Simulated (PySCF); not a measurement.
# [Lu(H2O)4]3+: other functionals and bases at one geometry

The task here is to estimate one member of a computed series from the others.

Method: several levels, as the steps say, no spin–orbit coupling; program: PySCF 2.14.0.

3 further runs of the same task are left out: 2 for a known fault of the program, 1 that didn't finish.

### The starting structure

13 atoms, charge 3, spin multiplicity 1.

Bond lengths: Lu1–O2 2.223 Å, Lu1–O5 2.223 Å, Lu1–O8 2.223 Å, Lu1–O11 2.223 Å, O2–H3 0.989 Å, O2–H4 0.989 Å, O5–H6 0.989 Å, O5–H7 0.989 Å, O8–H9 0.989 Å, O8–H10 0.989 Å, O11–H12 0.989 Å, O11–H13 0.989 Å. Angles: O2–Lu1–O5 110.6°, O2–Lu1–O8 107.2°, O2–Lu1–O11 110.6°, O5–Lu1–O8 110.6°, O5–Lu1–O11 107.2°, O8–Lu1–O11 110.6°, Lu1–O2–H3 128.3°, Lu1–O2–H4 128.2°, H3–O2–H4 103.5°, Lu1–O5–H6 128.2°, Lu1–O5–H7 128.3°, H6–O5–H7 103.5°, Lu1–O8–H9 128.2°, Lu1–O8–H10 128.3°, H9–O8–H10 103.5°, Lu1–O11–H12 128.3°, Lu1–O11–H13 128.2°, H12–O11–H13 103.5°.

Geometry (Å):

```csv
atom,x (Å),y (Å),z (Å)
Lu1,0.0000,0.0000,0.0000
O2,1.3195,1.2988,1.2305
H3,2.1310,1.0453,1.7351
H4,1.2387,2.2700,1.3966
O5,-1.3195,-1.2305,1.2988
H6,-1.2387,-1.3966,2.2700
H7,-2.1310,-1.7351,1.0453
O8,1.3195,-1.2988,-1.2305
H9,1.2387,-2.2700,-1.3966
H10,2.1310,-1.0453,-1.7351
O11,-1.3195,1.2305,-1.2988
H12,-2.1310,1.7351,-1.0453
H13,-1.2387,1.3966,-2.2700
```

Formal oxidation states: Lu +3. Each metal's 14 4f electrons lie in its core potential, so multiplicities, spins and levels count the valence alone. An earlier session relaxed this geometry at B3LYP, Lu lcecp-1-SVP with ECP60, O def2-SVP, H def2-SVP (singlet, point group D2).

At B3LYP on the finer grid: E = -344.521488 Eh, HOMO -24.30 eV, LUMO -15.27 eV, Mulliken charge on Lu1 +1.61 e, largest force component 0.005 eV/Å. 

Levels to run: revPBE; r2SCAN; wB97X; CAM-B3LYP; B3LYP, TZVP. Hardware: 2 threads of Arm Neoverse N1, shared host.

Set-up of the first run:

run.py (the lines that set the calculation)

```python
mol = gto.M(atom='''
Lu     0.00000     0.00000     0.00000
O      1.31954     1.29883     1.23053
H      2.13096     1.04525     1.73509
H      1.23871     2.26995     1.39663
O     -1.31954    -1.23053     1.29883
H     -1.23871    -1.39663     2.26996
H     -2.13096    -1.73509     1.04525
O      1.31954    -1.29883    -1.23053
H      1.23871    -2.26995    -1.39663
H      2.13096    -1.04525    -1.73509
O     -1.31954     1.23053    -1.29883
H     -2.13096     1.73509    -1.04525
H     -1.23871     1.39663    -2.26996''',
    basis={'Lu': 'lcecp-1-SVP', 'O': 'def2-SVP', 'H': 'def2-SVP'},
    ecp={'Lu': 'lcecp-1-SVP'},
    charge=3, spin=0)
mf = dft.RKS(mol, xc='PBE_R,PBE')
mf.grids.atom_grid = (75, 302)  # f atoms: unpruned, at least (60, 302)
mf = mf.density_fit()  # fitting sets: Lu AutoAux, O def2-universal-JKFIT, H def2-universal-JKFIT
mf.conv_tol = 1e-08; mf.max_cycle = 55
mf.kernel(dm0)  # dm0: the density of the relaxed state
```

Started as:

```
$ OMP_NUM_THREADS=2 python run.py
```

Steps of the session up to this table: revPBE; r2SCAN; wB97X; CAM-B3LYP; B3LYP, TZVP.

One of the session's tables, all rows but one given; the rest of the session is left out.

| level | HOMO (eV) | gap (eV) | charge on Lu1 (e) | largest force component (eV/Å) |
| --- | --- | --- | --- | --- |
| B3LYP (relaxed here) | -24.30 | 9.04 | 1.61 | 0.01 |
| revPBE | -22.69 | 6.81 | 1.53 | 0.28 |
| r2SCAN | ? | ? | ? | ? |
| wB97X | -27.23 | 14.55 | 1.68 | 0.17 |
| CAM-B3LYP | -26.15 | 12.35 | 1.63 | 0.04 |
| B3LYP, TZVP | -24.33 | 9.11 | 2.03 | 0.25 |

**Question.** Estimate the row for r2SCAN.

As computed: HOMO (eV): -23.20; gap (eV): 7.57; charge on Lu1 (e): 1.66; largest force component (eV/Å): 0.04. In the column «HOMO (eV)» it lies between B3LYP (relaxed here) (-24.30) and revPBE (-22.69).

In one basis the HOMO–LUMO gap runs from 6.81 eV (revPBE) to 14.55 eV (wB97X). The largest leftover force, 0.28 eV/Å with revPBE, stands at a geometry relaxed at another level. With 4f in the core, its levels are missing from HOMO and gap, and its count is fixed, so no charge can pass from the ligands into it. Total energies of different levels can't be compared.
